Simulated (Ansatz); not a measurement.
Ta4NiO11:

```
Ta Ni O
1.0
     5.29285   -0.00032   -0.02518
    -0.04190    5.33569    0.02340
    -0.47620   -0.07999    7.89609
Ta Ni O
4 1 11
Direct
  0.52261 0.46364 0.51843
  0.55532 0.53163 0.98083
  0.02338 0.98832 0.50961
  0.04916 0.02484 0.01689
  0.06538 0.57998 0.26898
  0.96711 0.93834 0.23892
  0.21005 0.28324 0.42990
  0.27287 0.71995 0.06145
  0.33888 0.23820 0.03682
  0.30665 0.75341 0.45874
  0.50103 0.44858 0.74991
  0.70564 0.16332 0.48732
  0.73302 0.83358 0.94060
  0.85284 0.36497 0.07896
  0.81889 0.65561 0.47584
  0.07718 0.01239 0.74680
```

The cell was built by a generator and needn't be a form met in nature.

| Property | Result |
| --- | --- |
| Program | Ansatz 0.2.0 |
| Task | relaxation of cell and atoms |
| Functional | RPBE |
| Potentials or basis | Ansatz PAW |
| Cutoff | 420 eV (not typed: the program's choice for these potentials) |
| k mesh | 4 × 4 × 3 |
| Occupations | fermi-dirac, width 0.05 eV |
| Spin | collinear spin, ferromagnetic start |
| Starting moments | [0.0, 0.0, 0.0, 0.0, 1.0, 0.0, 0.0, 0.0, 0.0, 0.0, 0.0, 0.0, 0.0, 0.0, 0.0, 0.0] μB |

At the start: volume 13.93 Å³/atom.

**Question.** Where does the relaxation end?

**Answer.** It ends after 29 steps and the volume is 14.34 Å³/atom (+2.9 %); space group P1 (No. 1, to 0.05 Å); moment 2.00 μB per cell.

Step by step:
```tsv
step	energy change (eV)	largest force (eV/Å)	volume (Å³)
1	0.0000	0.1225	222.94
2	-0.0367	0.1930	228.01
3	-0.0424	0.1609	228.58
4	-0.0442	0.1207	229.34
5	-0.0460	0.0869	230.03
6	-0.0477	0.0887	230.44
7	-0.0549	0.4752	232.44
8	-0.0783	0.2792	232.69
9	-0.1684	0.5465	234.39
10	-0.2916	0.5447	234.87
11	-0.4095	0.6224	232.67
12	-0.4524	0.3015	229.30
13	-0.4670	0.2144	227.88
14	-0.4741	0.0624	228.60
15	-0.4748	0.0606	228.50
16	-0.4750	0.0202	228.58
17	-0.4750	0.0212	228.61
18	-0.4748	0.0090	228.66
19	-0.5983	0.0105	228.66
20	-0.6104	0.2504	228.88
21	-0.6198	0.0877	229.35
22	-0.6208	0.1135	229.43
23	-0.6217	0.0141	229.37
24	-0.6211	0.0277	229.55
25	-0.6209	0.0067	229.61
26	-0.6263	0.0068	229.61
27	-0.6273	0.0175	229.39
28	-0.6273	0.0080	229.41
29	-0.6267	0.0081	229.41
```

Final structure:
```
Ta Ni O
1.0
     5.31861   -0.14789   -0.29708
    -0.19011    5.51683    0.43262
    -0.88179    0.53285    7.91415
Ta Ni O
4 1 11
Direct
  0.54895 0.45218 0.53281
  0.51387 0.55808 0.97028
  0.03142 0.97761 0.50313
  0.05036 0.98178 0.98938
  0.05313 0.59270 0.29334
  0.98554 0.96258 0.21834
  0.24080 0.26951 0.43097
  0.27751 0.71985 0.08076
  0.22192 0.28940 0.96221
  0.32619 0.72587 0.47880
  0.59682 0.42135 0.76955
  0.74670 0.16301 0.50476
  0.70205 0.86433 0.90774
  0.74638 0.44222 0.14719
  0.83121 0.65723 0.46876
  0.12715 0.92230 0.74197
```

Caveat: the plane-wave basis is chosen anew once the cell has moved, so the energies of steps on either side of that aren't comparable; the pressure holds a Pulay correction of +0.5 GPa for the finite cutoff; a cell with one magnetic atom can't hold antiferromagnetic order, which such compounds often take; the PAW data sets come from PBE, with cores solved anew for the run's functional, which leaves a small shift of forces and pressure.
